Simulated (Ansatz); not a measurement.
**B2AsN: the cell at several levels of theory, part 1 of 2**

How does the equilibrium cell of B2AsN as one 4-atom ordering (P-4m2) on the zincblende lattice depend on the functional? It is relaxed with PBE and r2SCAN. This is a trial cell built on a prototype, not taken from a measured structure, and it needn't be the compound's ground state.

Program: Ansatz 0.2.0. PAW datasets, plane waves, zero pressure. These are computed values for a spin-unpolarised cell that may be hypothetical; none is a measurement.

**1. The cell**

This is the cell as the run starts from it, not yet at rest; its lengths are not the crystal's.

The symmetry is P-4m2 (No. 115, tetragonal); conventional cell a = 2.839 Å, c = 4.015 Å, 8.09 Å³ an atom. Around N lie 4 B at 1.74 Å; around B lie 2 N at 1.74 Å and 2 As at 1.74 Å; around As lie 4 B at 1.74 Å.

Coordinates:

```cif
data_structure
_symmetry_space_group_name_H-M 'P-4m2'
_symmetry_Int_Tables_number 115
_cell_length_a 2.8393
_cell_length_b 2.8393
_cell_length_c 4.0154
_cell_angle_alpha 90.000
_cell_angle_beta 90.000
_cell_angle_gamma 90.000
_cell_volume 32.37
loop_
_atom_site_label
_atom_site_type_symbol
_atom_site_symmetry_multiplicity
_atom_site_Wyckoff_symbol
_atom_site_fract_x
_atom_site_fract_y
_atom_site_fract_z
_atom_site_occupancy
N1 N 1 a 0.00000 0.00000 0.00000 1
B1 B 2 g 0.00000 0.50000 0.75000 1
As1 As 1 c 0.50000 0.50000 0.50000 1
```

**2. Relaxing with PBE**

input.yaml

```yaml
crystal:
  lattice:
    - [2.8392852105, 0.0, 0.0]
    - [0.0, 2.8392852105, 0.0]
    - [0.0, 0.0, 4.0153556522]
  atoms:
    - { symbol: "N", position: [0.0, 0.0, 0.0] }
    - { symbol: B, position: [0.0, 0.5, 0.75] }
    - { symbol: As, position: [0.5, 0.5, 0.5] }
    - { symbol: B, position: [0.5, 0.0, 0.25] }
kpoints:
  mp_grid: { grid: [8, 8, 6] }
hamiltonian:
  xc: pbe
scf:
  occupations: { method: fermi_dirac, width: 0.02 }
relax:
  f_tol: 0.005
  cell: {}
```

Launch:

```
$ ansatz run input.yaml --threads 2 --pin off --max-ram 2211MiB --backend cpu --events-out ev --progress --plain --runs-dir out
```

Standard output:

```text
Warning: RAYON_NUM_THREADS=2 ignored (pool sized by the plan → 2); use --threads N
Engine: ansatz 0.2.0, aarch64-unknown-linux-gnu
Pseudopotentials: kind: paw
Pseudopotential: N, paw, valence charge 5, recommended cutoff 420 eV (normal), N.paw.azcp
Pseudopotential: B, paw, valence charge 3, recommended cutoff 420 eV (normal), B.paw.azcp
Pseudopotential: As, paw, valence charge 15, recommended cutoff 420 eV (normal), As.paw.azcp
Functional definition: PBE
  parameter kappa = 0.804
  parameter beta = 0.06672455060314922
  exchange = pbe_x(kappa = kappa, mu = beta*pi^2/3)
  correlation = pbe_c(beta = beta)
Crystal: 4 atoms, lattice volume = 32.370 Å³
Basis set: ecut = 420 eV, 657 PW (Γ), exchange–correlation on 40×40×54 points (8 copies of the dense FFT grid, shifted against one another)
Bands: 17, of which v1, the nominal top of the filled ones, is band 13 counted from 1 (12 counted from 0)
Symmetry: 8 space group operations
Space group: P-4m2 (ITA 115), of the structure as read, at distance tolerance 3.2e-5 Å
k-points: 60 of 384 (time reversal used)
Non-local potential: N, projectors of the file, l = 0: 2, l = 1: 2, l = 2: 1
Non-local potential: B, projectors of the file, l = 0: 2, l = 1: 2, l = 2: 1
Non-local potential: As, projectors of the file, l = 0: 2, l = 1: 2, l = 2: 3, l = 3: 1
PAW form: soft (Blöchl's): semilocal exchange-correlation on the pseudo side does not see the compensation charge
PAW one-centre angular grid: N, 110 points (default); XC on 64 Gauss nodes
PAW one-centre angular grid: B, 110 points (default); XC on 64 Gauss nodes
PAW one-centre angular grid: As, 590 points (default); XC on 64 Gauss nodes
Initial density: superposition of atomic densities (neutral atoms: chi_scale 0, normalization atom), corrected by the library's trained network
Initial wavefunctions: pseudopotential atomic-orbital guess
Functional: x = pbe(κ = 0.804, μ = 0.2195149727645171), c = pbe(β = 0.06672455060314922)
SCF iter   1: F=—  HF=-5548.292921 eV  |F-HF|=—  |Δ(HF+E_count)|=         —  Δρ=7.44e-3  dr2=2.86e-2  ethr=1.77e-3  ⟨swp⟩=5.3  Hψ=5128  notcnv=0
preconditioner: auto → none  [insulator: Δε(μ)=0.665 eV  Ē_g=13.655 eV  σ=0.020 eV  W_gap=0.52  n_scr=6 (ndim 8)  ℏωp=26.1 eV  f_vac=0.000  D(μ)=0.14/eV (n_scr^D=0)  ε∞_Penn≈4.7]
SCF iter   2: F=—  HF=-5548.283520 eV  |F-HF|=—  |Δ(HF+E_count)|=   9.40e-3  Δρ=2.60e-3  dr2=1.20e-3  ethr=1.10e-4  ⟨swp⟩=2.1  Hψ=1943  notcnv=0
SCF iter   3: F=—  HF=-5548.283648 eV  |F-HF|=—  |Δ(HF+E_count)|=   1.28e-4  Δρ=8.53e-4  dr2=9.59e-5  ethr=4.60e-6  ⟨swp⟩=2.7  Hψ=1910  notcnv=0
SCF iter   4: F=—  HF=-5548.283732 eV  |F-HF|=—  |Δ(HF+E_count)|=   8.41e-5  Δρ=1.45e-4  dr2=2.96e-6  ethr=3.69e-7  ⟨swp⟩=2.0  Hψ=1772  notcnv=0
SCF iter   5: F=—  HF=-5548.283733 eV  |F-HF|=—  |Δ(HF+E_count)|=   7.82e-7  Δρ=4.09e-5  dr2=2.00e-7  ethr=1.14e-8  ⟨swp⟩=2.0  Hψ=1801  notcnv=0
SCF iter   6: F=-5548.283733 eV  HF=-5548.283733 eV  |F-HF|=8.58e-10  |Δ(HF+E_count)|=   2.49e-7  Δρ=3.26e-6  dr2=1.97e-9  ethr=3.85e-10  ⟨swp⟩=4.0  Hψ=3250  notcnv=0
SCF 1 converged in 6 iterations: F = -5548.283733 eV  dr2 = 1.97e-9
relax step   1: F+E_penalty+E_count = -5548.28373301 eV  Δ(F+E_penalty+E_count) = +0.000e0 eV  max|allowed force component| = 1.011e1 eV/Å  Δτ_max = 0.0000 Å  P = +77.630 GPa  Ω = 32.370 Å³  (6 SCF iters, dr2 threshold 1.00e-7 eV, accepted)
Crystal: 4 atoms, lattice volume = 35.193 Å³
Initial density: handed on by an earlier stage of this run
Initial wavefunctions: those handed on with the density
iter 1 solved again at ethr=9.62e-4 eV; its pass at ethr=3.10e-3 eV (dr2=2.50e-1 eV) is discarded
SCF iter   1: F=—  HF=-5550.816907 eV  |F-HF|=—  |Δ(HF+E_count)|=         —  Δρ=2.78e-2  dr2=2.52e-1  ethr=9.62e-4  ⟨swp⟩=1.0  Hψ=7180  notcnv=0
preconditioner: auto → none  [insulator: Δε(μ)=0.172 eV  Ē_g=13.172 eV  σ=0.020 eV  W_gap=0.97  n_scr=6 (ndim 8)  ℏωp=25.0 eV  f_vac=0.000  D(μ)=0.01/eV (n_scr^D=0)  ε∞_Penn≈4.6]
SCF iter   2: F=—  HF=-5550.759798 eV  |F-HF|=—  |Δ(HF+E_count)|=   5.71e-2  Δρ=1.06e-2  dr2=2.56e-2  ethr=9.62e-4  ⟨swp⟩=2.1  Hψ=1514  notcnv=0
SCF iter   3: F=—  HF=-5550.757682 eV  |F-HF|=—  |Δ(HF+E_count)|=   2.12e-3  Δρ=2.08e-3  dr2=8.26e-4  ethr=9.85e-5  ⟨swp⟩=3.1  Hψ=2471  notcnv=0
SCF iter   4: F=—  HF=-5550.757546 eV  |F-HF|=—  |Δ(HF+E_count)|=   1.36e-4  Δρ=6.77e-4  dr2=6.66e-5  ethr=3.18e-6  ⟨swp⟩=2.0  Hψ=2029  notcnv=0
SCF iter   5: F=—  HF=-5550.757534 eV  |F-HF|=—  |Δ(HF+E_count)|=   1.15e-5  Δρ=1.57e-4  dr2=3.40e-6  ethr=2.56e-7  ⟨swp⟩=2.0  Hψ=1799  notcnv=0
SCF iter   6: F=-5550.757539 eV  HF=-5550.757539 eV  |F-HF|=3.91e-8  |Δ(HF+E_count)|=   4.46e-6  Δρ=1.59e-5  dr2=3.56e-8  ethr=1.54e-9  ⟨swp⟩=5.0  Hψ=4172  notcnv=0
SCF 2 converged in 6 iterations: F = -5550.757539 eV  dr2 = 3.56e-8
relax step   2: F+E_penalty+E_count = -5550.75753868 eV  Δ(F+E_penalty+E_count) = -2.474e0 eV  max|allowed force component| = 3.609e0 eV/Å  Δτ_max = 0.1222 Å  P = +29.965 GPa  Ω = 35.193 Å³  energy of the carried Pulay correction = -8.021e-3 eV  (6 SCF iters, dr2 threshold 4.00e-7 eV, accepted)
Crystal: 4 atoms, lattice volume = 37.380 Å³
Basis set: ecut = 420 eV, 709 PW (Γ), exchange–correlation on 40×40×54 points (8 copies of the dense FFT grid, shifted against one another)
iter 1 solved again at ethr=2.70e-4 eV; its pass at ethr=3.10e-3 eV (dr2=7.02e-2 eV) is discarded
SCF iter   1: F=—  HF=-5551.409108 eV  |F-HF|=—  |Δ(HF+E_count)|=         —  Δρ=1.38e-2  dr2=7.07e-2  ethr=2.70e-4  ⟨swp⟩=1.3  Hψ=6888  notcnv=0
preconditioner: auto → none  [insulator: Δε(μ)=0.381 eV  Ē_g=12.715 eV  σ=0.020 eV  W_gap=0.66  n_scr=6 (ndim 8)  ℏωp=24.3 eV  f_vac=0.000  D(μ)=0.18/eV (n_scr^D=0)  ε∞_Penn≈4.7]
SCF iter   2: F=—  HF=-5551.391179 eV  |F-HF|=—  |Δ(HF+E_count)|=   1.79e-2  Δρ=5.29e-3  dr2=8.02e-3  ethr=2.70e-4  ⟨swp⟩=2.3  Hψ=1515  notcnv=0
SCF iter   3: F=—  HF=-5551.390104 eV  |F-HF|=—  |Δ(HF+E_count)|=   1.07e-3  Δρ=9.25e-4  dr2=1.75e-4  ethr=3.09e-5  ⟨swp⟩=2.7  Hψ=1733  notcnv=0
SCF iter   4: F=—  HF=-5551.390028 eV  |F-HF|=—  |Δ(HF+E_count)|=   7.58e-5  Δρ=1.90e-4  dr2=6.79e-6  ethr=6.74e-7  ⟨swp⟩=2.2  Hψ=1770  notcnv=0
SCF iter   5: F=—  HF=-5551.390032 eV  |F-HF|=—  |Δ(HF+E_count)|=   4.01e-6  Δρ=5.68e-5  dr2=7.57e-7  ethr=2.61e-8  ⟨swp⟩=2.0  Hψ=1800  notcnv=0
SCF iter   6: F=-5551.390033 eV  HF=-5551.390033 eV  |F-HF|=5.29e-8  |Δ(HF+E_count)|=   1.61e-7  Δρ=1.49e-5  dr2=3.41e-8  ethr=1.54e-9  ⟨swp⟩=4.8  Hψ=3850  notcnv=0
SCF 3 converged in 6 iterations: F = -5551.390033 eV  dr2 = 3.41e-8
relax step   3: F+E_penalty+E_count = -5551.39003257 eV  Δ(F+E_penalty+E_count) = -6.325e-1 eV  max|allowed force component| = 1.095e0 eV/Å  Δτ_max = 0.0605 Å  P = +8.072 GPa  Ω = 37.380 Å³  energy of the carried Pulay correction = -1.379e-2 eV  (6 SCF iters, dr2 threshold 4.00e-7 eV, accepted)
[... 12 lines left out ...]
relax step   4: F+E_penalty+E_count = -5551.47426090 eV  Δ(F+E_penalty+E_count) = -8.423e-2 eV  max|allowed force component| = 1.035e-1 eV/Å  Δτ_max = 0.0288 Å  P = +0.639 GPa  Ω = 38.262 Å³  energy of the carried Pulay correction = -1.602e-2 eV  (6 SCF iters, dr2 threshold 4.00e-7 eV, accepted)
[... 12 lines left out ...]
relax step   5: F+E_penalty+E_count = -5551.47460091 eV  Δ(F+E_penalty+E_count) = -3.400e-4 eV  max|allowed force component| = 1.572e-3 eV/Å  Δτ_max = 0.0031 Å  P = +0.087 GPa  Ω = 38.331 Å³  energy of the carried Pulay correction = -1.619e-2 eV  (6 SCF iters, dr2 threshold 4.00e-7 eV, accepted)
[... 13 lines left out ...]
relax step   6: F+E_penalty+E_count = -5551.47456774 eV  Δ(F+E_penalty+E_count) = +3.317e-5 eV  max|allowed force component| = 7.162e-5 eV/Å  Δτ_max = 0.0000 Å  P = +0.003 GPa  Ω = 38.346 Å³  energy of the carried Pulay correction = -1.623e-2 eV  (6 SCF iters, dr2 threshold 2.85e-8 eV, accepted)
[... 12 lines left out ...]
relax step   7: F+E_penalty+E_count = -5551.51195955 eV  Δ(F+E_penalty+E_count) = -3.739e-2 eV  max|allowed force component| = 2.155e-3 eV/Å  Δτ_max = 0.0000 Å  P = +1.196 GPa  Ω = 38.346 Å³  stress off target by 1.35e0 GPa  SCF on the basis re-selected at this cell (its energy is not comparable with the rows above)  (7 SCF iters)
[... 15 lines left out ...]
relax step   8: F+E_penalty+E_count = -5551.51225424 eV  Δ(F+E_penalty+E_count) = -2.947e-4 eV  max|allowed force component| = 1.256e-3 eV/Å  Δτ_max = 0.0010 Å  P = +0.068 GPa  Ω = 38.566 Å³  energy of the carried Pulay correction = -5.689e-4 eV  (6 SCF iters, dr2 threshold 4.00e-7 eV, accepted)
[... 13 lines left out ...]
relax step   9: F+E_penalty+E_count = -5551.51222201 eV  Δ(F+E_penalty+E_count) = +3.224e-5 eV  max|allowed force component| = 3.247e-5 eV/Å  Δτ_max = 0.0000 Å  P = -0.001 GPa  Ω = 38.579 Å³  energy of the carried Pulay correction = -6.040e-4 eV  (6 SCF iters, dr2 threshold 1.59e-8 eV, accepted)
Basis set: ecut = 420 eV, 735 PW (Γ), exchange–correlation on 48×48×60 points (8 copies of the dense FFT grid, shifted against one another)
iter 1 solved again at ethr=6.78e-8 eV; its pass at ethr=3.10e-3 eV (dr2=1.76e-5 eV) is discarded
SCF iter   1: F=—  HF=-5551.512801 eV  |F-HF|=—  |Δ(HF+E_count)|=         —  Δρ=3.16e-5  dr2=4.72e-8  ethr=6.78e-8  ⟨swp⟩=3.0  Hψ=7606  notcnv=0
SCF iter   2: F=—  HF=-5551.512817 eV  |F-HF|=—  |Δ(HF+E_count)|=   1.58e-5  Δρ=1.52e-5  dr2=8.66e-9  ethr=1.82e-10  ⟨swp⟩=2.2  Hψ=1745  notcnv=0
SCF iter   3: F=—  HF=-5551.512817 eV  |F-HF|=—  |Δ(HF+E_count)|=   1.65e-7  Δρ=2.57e-6  dr2=3.24e-10  ethr=3.33e-11  ⟨swp⟩=2.0  Hψ=1501  notcnv=0
iter 4 did not close the SCF: its close was put off for the readings that it lacked (scf_convergence_deferred on its scf_iter line)
SCF iter   4: F=-5551.512817 eV  HF=-5551.512817 eV  |F-HF|=3.64e-12  |Δ(HF+E_count)|=   4.37e-9  Δρ=3.25e-7  dr2=1.84e-11  ethr=1.24e-12  ⟨swp⟩=2.0  Hψ=1801  notcnv=0
iter 5 did not close the SCF: its close was put off for the readings that it lacked (scf_convergence_deferred on its scf_iter line)
SCF iter   5: F=-5551.512817 eV  HF=-5551.512817 eV  |F-HF|=9.09e-13  |Δ(HF+E_count)|=  2.09e-11  Δρ=9.23e-8  dr2=8.92e-13  ethr=1.00e-12  ⟨swp⟩=1.0  Hψ=1020  notcnv=0
iter 6 did not close the SCF: its close was put off for the readings that it lacked (scf_convergence_deferred on its scf_iter line)
SCF iter   6: F=-5551.512817 eV  HF=-5551.512817 eV  |F-HF|=1.82e-12  |Δ(HF+E_count)|=  3.64e-12  Δρ=1.83e-8  dr2=1.17e-13  ethr=1.00e-12  ⟨swp⟩=1.0  Hψ=1020  notcnv=0
iter 7 did not close the SCF: its close was put off for the readings that it lacked (scf_convergence_deferred on its scf_iter line)
SCF iter   7: F=-5551.512817 eV  HF=-5551.512817 eV  |F-HF|=9.09e-13  |Δ(HF+E_count)|=  1.82e-12  Δρ=3.38e-9  dr2=3.09e-15  ethr=1.00e-12  ⟨swp⟩=1.0  Hψ=1020  notcnv=0
SCF iter   8: F=-5551.512817 eV  HF=-5551.512817 eV  |F-HF|=0.00e0  |Δ(HF+E_count)|=    0.00e0  Δρ=1.18e-9  dr2=5.13e-16  ethr=1.00e-12  ⟨swp⟩=1.6  Hψ=2355  notcnv=0
SCF 10 converged in 8 iterations: F = -5551.512817 eV  dr2 = 5.13e-16
relax step  10: F+E_penalty+E_count = -5551.51281716 eV  Δ(F+E_penalty+E_count) = -5.952e-4 eV  max|allowed force component| = 3.673e-5 eV/Å  Δτ_max = 0.0000 Å  P = +0.002 GPa  Ω = 38.579 Å³  stress off target by 4.80e-3 GPa  SCF on the basis re-selected at this cell (its energy is not comparable with the rows above)  (8 SCF iters)
basis re-selected at this cell: Δ(F+E_penalty+E_count) = -5.952e-4 eV, ΔP = +0.003 GPa vs the last step (what re-selecting the basis moved, of the pressure what is left beyond the Pulay correction that the steps carried, after the strain that the cell walked since its last selection, with what the two solves' SCF thresholds leave and, on support functions, any second-order correction that the steps lacked; it is no measure of the basis error at this ecutwfc). The dense FFT grid was sized anew with the basis: this SCF ran on 24×24×30 points, the steps before it on 20×20×30, so part of this shift can come from that change (see relax.cell in the input reference). This SCF's stress stands 4.80e-3 GPa from its target on what of the cell is left free (relax.cell.stress_tol is 5.00e-2 GPa) and its largest allowed force component is 3.67e-5 eV/Å (relax.f_tol is 5.00e-3 eV/Å): within both
SCF converged after 8 iterations
Free energy (F): -5551.512817 eV
Harris-Foulkes:  -5551.512817 eV  (|F-HF|=0.00e0)
Internal energy: -5551.512617 eV  (E = F + TS)
E sigma→0 (E₀):  -5551.512717 eV
Entropy (-TS):   -0.000200 eV (-0.050 meV/atom)
Fermi energy:    12.392449 eV
--- Per-component energies (eV) ---
  E_band       = -167.138867
  E_kinetic    = 331.310192
  E_local      = -1871.903884  (includes V_loc(G=0)·N_el)
  E_nonlocal   = -602.878868
  E_hartree    = 1000.716736
  E_xc         = -203.702884
  E_vxc        = -232.329838  (∫ρ·V_xc dr)
  E_paw        = -2119.794653  (= ΣΔE_a)
  E_vpaw       = 207.229966  (= ΣTr[D̂ρ^β])
  E_aug_tail   = 0.000093  (compensation charges beyond the density's cutoff)
  E_ewald      = -2085.259349
  E_smearing   = -0.000200  (= −TS)
  E_closure    = -0.000000  (closes the sum)
  Σ components = -5551.512817   (vs F -5551.512817, Δ=0.00e0)
--- Forces (eV/Å), atoms counted from 1 ---
  atom   1  N     -0.00000000    -0.00000000    -0.00000000
  atom   2  B     -0.00000000    -0.00000000    -0.00003673
  atom   3  As    -0.00000000    -0.00000000     0.00000000
  atom   4  B     -0.00000000    -0.00000000     0.00003673
  max |Σ_I F_I| component: 6.14e-16 eV/Å
--- Stress (GPa, compression-positive) ---
        0.000784      -0.000000      -0.000000
       -0.000000       0.000784       0.000000
       -0.000000      -0.000000       0.004799
  P = ⅓ Tr σ = 0.0021 GPa (0.021 kbar)
--- Relaxed structure (8 steps of the walk, 8 accepted, 2 SCFs on fresh bases) ---
  F+E_penalty+E_count = -5551.51281716 eV   max|allowed force component| = 3.673e-5 eV/Å   (the final SCF, on the basis selected at the relaxed cell)
  cell:  # Å, volume = 38.5790 Å³
    - [2.9958039990245706, -1.7426180267776174e-34, -1.2353821334448093e-32]
    - [1.6889990105690752e-34, 2.9958039990245706, 0.0]
    - [-1.74709416785958e-32, 0.0, 4.298573185220852]
  atoms:
    - { symbol: N, position: [-1.69578767330676e-35, 1.3784857075311488e-85, 2.7001398291866715e-20] }
    - { symbol: B, position: [-2.458892126294803e-33, 0.5, 0.8031805780634107] }
    - { symbol: As, position: [0.5, 0.5, 0.5] }
    - { symbol: B, position: [0.5, -5.345529420184391e-51, 0.19681942193658925] }
```

Wall time 14 s (2 threads of an Arm CPU, shared host); peak memory 0.35 GiB.

Step by step:

```csv
step,energy change (meV/atom),largest force (eV/Å),pressure (GPa),volume (Å³/atom)
1,0.0,10.1063,77.63,8.092
2,-618.5,3.6090,29.96,8.798
3,-776.6,1.0950,8.07,9.345
4,-797.6,0.1035,0.64,9.566
5,-797.7,0.0016,0.09,9.583
6,-797.7,0.0001,0.00,9.587
7,-807.1,0.0022,1.20,9.587
8,-807.1,0.0013,0.07,9.641
9,-807.1,0.0000,0.00,9.645
10,-807.3,0.0000,0.00,9.645
```

Steps 7, 10 solve the same cell on a plane-wave basis chosen anew, so the energy can jump there without a move.

The table lists every geometry solved, with passes on a fresh basis, whose energies don't compare exactly with the rows above.

|  | before | after | change |
| --- | --- | --- | --- |
| a (Å) | 2.839 | 2.996 | +5.51 % |
| c (Å) | 4.015 | 4.299 | +7.05 % |
| volume (Å³/atom) | 8.092 | 9.645 | +19.18 % |
| shortest distance (Å) | 1.739 | 1.720 | -1.06 % |
| space group | P-4m2 | P-4m2 | same |

(Continued in part 2 of 2.)
